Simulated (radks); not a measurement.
# Fractional charge and spin in the 3d shell of titanium

Aim: the energy as the spin-up occupation of 3d runs from 0 to 1 and the spin-down one from 0 to 1, against the two flat planes that join the four corners. Added charge counts from the emptiest corner (up 0, down 0).

The numbers are computed with radks (a radial shooting solver on a logarithmic mesh, Libxc functionals) version 1 (scalar-relativistic Kohn-Sham, PBE, spin-polarised, spherical densities, point nucleus), except any that are marked as measured or tabulated.

## 1. The system

- element: titanium (Z = 22)
- configuration: [Ar] 4s(up 0.5, down 0.5) 3d(up 1, down 1)

In the logs a row gives level, spin channel, occupation and eigenvalue; Etot, Ekin, Encl (electron-nucleus), Eh (Hartree) and Exc are energies, all in hartree; err is the last residual, it the number of iterations.

A shell typed twice in an input gives spin up, then spin down.

## 2. 3d: up 1, down 1

Settings of this run:

```text
Z 22
configuration [Ar] 4s0.5 4s0.5 3d1 3d1
relativity scalar-relativistic
functional pbe,pbe
spin polarised
nucleus point
c 137.035999084
```

Standard output:

```text
1s      1   1.0000        -179.19978916
2s      1   1.0000         -19.99822993
2p      1   3.0000         -16.59286247
3s      1   1.0000          -2.56945409
3p      1   3.0000          -1.69605426
4s      1   0.5000          -0.38038939
3d      1   1.0000          -0.41776035
1s      2   1.0000        -179.19978916
2s      2   1.0000         -19.99822993
2p      2   3.0000         -16.59286247
3s      2   1.0000          -2.56945409
3p      2   3.0000          -1.69605426
4s      2   0.5000          -0.38038939
3d      2   1.0000          -0.41776035
Etot -853.2944602891438
Ekin 860.494789413467
Encl -2023.1653574385698
Eh 351.1361715737778
Exc -41.76006383781865
err 2.2678624889071995e-09
it 14
```

4s is the highest filled level (-10.351 eV).

Sizes of the orbitals, from the radial functions (bohr):

```csv
level,occupation,energy (eV),<r>,outermost maximum (interpolated),90 % within,nodes
1s,2,-4876.3,0.06959,0.0455,0.124,0
2s,2,-544.18,0.3249,0.269,0.505,1
2p,6,-451.51,0.2899,0.220,0.477,0
3s,2,-69.918,1.007,0.870,1.51,2
3p,6,-46.152,1.086,0.902,1.67,1
3d,2,-11.368,1.519,0.979,2.65,0
4s,1,-10.351,3.190,2.75,4.72,3
```

The radial density on a logarithmic grid:

```csv
r (bohr),4πr²ρ (e/bohr)
0.00298,0.7555
0.00448,1.582
0.00669,3.162
0.00998,6.027
0.0149,10.70
0.0222,17.12
0.0331,23.52
0.0494,26.13
0.0743,22.74
0.111,19.52
0.165,24.30
0.247,27.64
0.368,16.77
0.549,7.997
0.819,10.20
1.23,7.186
1.84,2.174
2.74,0.7108
4.09,0.2434
6.10,0.02611
```

## 3. 3d: up 1, down 0.5

Settings of this run:

```text
Z 22
configuration [Ar] 4s0.5 4s0.5 3d1 3d0.5
relativity scalar-relativistic
functional pbe,pbe
spin polarised
nucleus point
c 137.035999084
```

Standard output:

```text
1s      1   1.0000        -179.46338915
2s      1   1.0000         -20.27833058
2p      1   3.0000         -16.87110263
3s      1   1.0000          -2.83611656
3p      1   3.0000          -1.95769127
4s      1   0.5000          -0.53412032
3d      1   1.0000          -0.65727309
1s      2   1.0000        -179.46350210
2s      2   1.0000         -20.27259006
2p      2   3.0000         -16.86666812
3s      2   1.0000          -2.81785340
3p      2   3.0000          -1.93968140
4s      2   0.5000          -0.52779306
3d      2   0.5000          -0.64095742
Etot -853.031026514024
Ekin 860.2492452777296
Encl -2017.4744059795985
Eh 345.745691136483
Exc -41.551556948638165
err 2.3195842273678476e-09
it 14
```

Energy against step 2 (3d: up 1, down 1): +7.168 eV. 4s down is the highest filled level (-14.362 eV).

## 4. 3d: up 1, down 0

Settings of this run:

```text
Z 22
configuration [Ar] 4s0.5 4s0.5 3d1 3d0
relativity scalar-relativistic
functional pbe,pbe
spin polarised
nucleus point
c 137.035999084
```

Standard output:

```text
1s      1   1.0000        -179.76303911
2s      1   1.0000         -20.59804766
2p      1   3.0000         -17.18863985
3s      1   1.0000          -3.13365677
3p      1   3.0000          -2.24911120
4s      1   0.5000          -0.70323341
3d      1   1.0000          -0.92755990
1s      2   1.0000        -179.76326067
2s      2   1.0000         -20.58527247
2p      2   3.0000         -17.17875508
3s      2   1.0000          -3.09400864
3p      2   3.0000          -2.21018017
4s      2   0.5000          -0.69013853
3d      2   0.0000          -0.89185634
Etot -852.6488642080205
Ekin 859.8875611109935
Encl -2011.0155926915268
Eh 339.79373036925233
Exc -41.31456299673951
err 2.2810496361671405e-09
it 14
```

Energy against step 2 (3d: up 1, down 1): +17.568 eV. The top filled level is 4s down, -18.780 eV.

## 5. 3d: up 0.5, down 0.5

Settings of this run:

```text
Z 22
configuration [Ar] 4s0.5 4s0.5 3d0.5 3d0.5
relativity scalar-relativistic
functional pbe,pbe
spin polarised
nucleus point
c 137.035999084
```

Standard output:

```text
1s      1   1.0000        -179.76501089
2s      1   1.0000         -20.59370916
2p      1   3.0000         -17.18572803
3s      1   1.0000          -3.11571828
3p      1   3.0000          -2.23145452
4s      1   0.5000          -0.69724585
3d      1   0.5000          -0.91124874
1s      2   1.0000        -179.76501089
2s      2   1.0000         -20.59370916
2p      2   3.0000         -17.18572803
3s      2   1.0000          -3.11571828
3p      2   3.0000          -2.23145452
4s      2   0.5000          -0.69724585
3d      2   0.5000          -0.91124874
Etot -852.6399383644116
Ekin 859.8777307934035
Encl -2010.9758619950335
Eh 339.76176757112216
Exc -41.30357473390376
err 6.246858872600163e-10
it 14
```

Energy against step 2 (3d: up 1, down 1): +17.810 eV. 4s is the highest filled level (-18.973 eV).

## 6. 3d: up 0.5, down 0

Settings of this run:

```text
Z 22
configuration [Ar] 4s0.5 4s0.5 3d0.5 3d0
relativity scalar-relativistic
functional pbe,pbe
spin polarised
nucleus point
c 137.035999084
```

Standard output:

```text
1s      1   1.0000        -180.09827913
2s      1   1.0000         -20.94955577
2p      1   3.0000         -17.53927758
3s      1   1.0000          -3.43901903
3p      1   3.0000          -2.54789484
4s      1   0.5000          -0.88029829
3d      1   0.5000          -1.20822146
1s      2   1.0000        -180.09838661
2s      2   1.0000         -20.94247512
2p      2   3.0000         -17.53379095
3s      2   1.0000          -3.41766246
3p      2   3.0000          -2.52699685
4s      2   0.5000          -0.87351969
3d      2   0.0000          -1.18881880
Etot -852.1158262930064
Ekin 859.3753225942405
Encl -2003.8014445355316
Eh 333.3424549225955
Exc -41.03215927431086
err 1.3934261411548448e-09
it 14
```

E − E(step 2, 3d: up 1, down 1) = +32.072 eV. 4s down is the highest filled level (-23.770 eV).

## 7. 3d: up 0, down 0

Settings of this run:

```text
Z 22
configuration [Ar] 4s0.5 4s0.5 3d0 3d0
relativity scalar-relativistic
functional pbe,pbe
spin polarised
nucleus point
c 137.035999084
```

Standard output:

```text
1s      1   1.0000        -180.46248047
2s      1   1.0000         -21.33111212
2p      1   3.0000         -17.92009393
3s      1   1.0000          -3.76312442
3p      1   3.0000          -2.86512532
4s      1   0.5000          -1.06926003
3d      1   0.0000          -1.50967177
1s      2   1.0000        -180.46248047
2s      2   1.0000         -21.33111212
2p      2   3.0000         -17.92009393
3s      2   1.0000          -3.76312442
3p      2   3.0000          -2.86512532
4s      2   0.5000          -1.06926003
3d      2   0.0000          -1.50967177
Etot -851.4371672847657
Ekin 858.7192475766303
Encl -1995.97095597996
Eh 326.544534798265
Exc -40.72999367970087
err 2.4836106115386836e-09
it 14
```

E − E(step 2, 3d: up 1, down 1) = +50.540 eV. The top filled level is 4s, -29.096 eV.

## 8. What came out

```csv
down \ up,0,0.5,1
0,0.000,-1.981,0.000
0.5,-1.981,0.243,-1.615
1,0.000,-1.615,0.000
```

**Reading.** The table gives the energy in eV minus the planes, whose edge runs along up + down = one added electron; mirror points follow by spin symmetry. With half an added electron in each spin it lies 0.24 eV above the planes. With half an electron added in spin up alone it lies 1.98 eV below them. The planes are only a guide here: the condition holds for ground states with one frontier orbital, and this shell is degenerate.
